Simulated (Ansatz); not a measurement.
# ClH3Se3Zr: the cost of one run

Program: Ansatz 0.2.0, Gaussian basis. Level of theory: RKS PBE0-D4/def2-TZVP. These are calculated values, not measurements.

The runs, in order: relaxation at PBE0-D4/def2-TZVP; harmonic vibrations at the same level; a single point in def2-TZVPP for the fields.

## Step 1: The starting structure

SMILES `[Cl][Zr]([SeH])([SeH])[SeH]`, 8 atoms, charge 0, spin multiplicity 1.

Atoms are counted from 1 here; the program's logs count them from 0.

Bond lengths: Cl1–Zr2 2.243 Å, Zr2–Se3 2.526 Å, Zr2–Se4 2.522 Å, Zr2–Se5 2.524 Å, Se3–H6 1.434 Å, Se4–H7 1.434 Å, Se5–H8 1.436 Å. Angles: Cl1–Zr2–Se3 115.1°, Cl1–Zr2–Se4 117.6°, Cl1–Zr2–Se5 113.6°, Se3–Zr2–Se4 103.6°, Se3–Zr2–Se5 98.9°, Se4–Zr2–Se5 105.8°, Zr2–Se3–H6 102.0°, Zr2–Se4–H7 103.1°, Zr2–Se5–H8 103.2°.

The start is a GFN2-xTB geometry. Zr takes the def2 core potential; no spin-orbit term is included.

## Step 2: Optimising with PBE0-D4/def2-TZVP

Contents of in.yaml:

```yaml
crystal:
  periodic: [false, false, false]
  atoms:
    - {symbol: Cl, position_ang: [-2.981000, -0.821410, 0.566790]}
    - {symbol: Zr, position_ang: [-0.806100, -0.417830, 0.196340]}
    - {symbol: Se, position_ang: [0.139630, 1.576590, 1.424730]}
    - {symbol: Se, position_ang: [0.830160, -2.265420, 0.714280]}
    - {symbol: Se, position_ang: [-0.301750, 0.303590, -2.169690]}
    - {symbol: H, position_ang: [-0.051810, 2.630370, 0.471690]}
    - {symbol: H, position_ang: [2.058660, -1.559670, 0.937790]}
    - {symbol: H, position_ang: [1.112220, 0.553780, -2.141930]}
basis:
  gaussian: {orbitals: def2-TZVP}
hamiltonian: {xc: pbe0, dispersion: d4}
relax: {f_tol: 0.005, max_steps: 150}
```

The run is started by

```console
> ansatz run in.yaml --threads 4 --pin off --events-out ev --progress --plain --max-ram 11315MiB
```

What time and memory should one allow on 4 threads of Intel Xeon 6975P-C, shared host?

About 2.2 min, with a peak of 1.2 GiB.
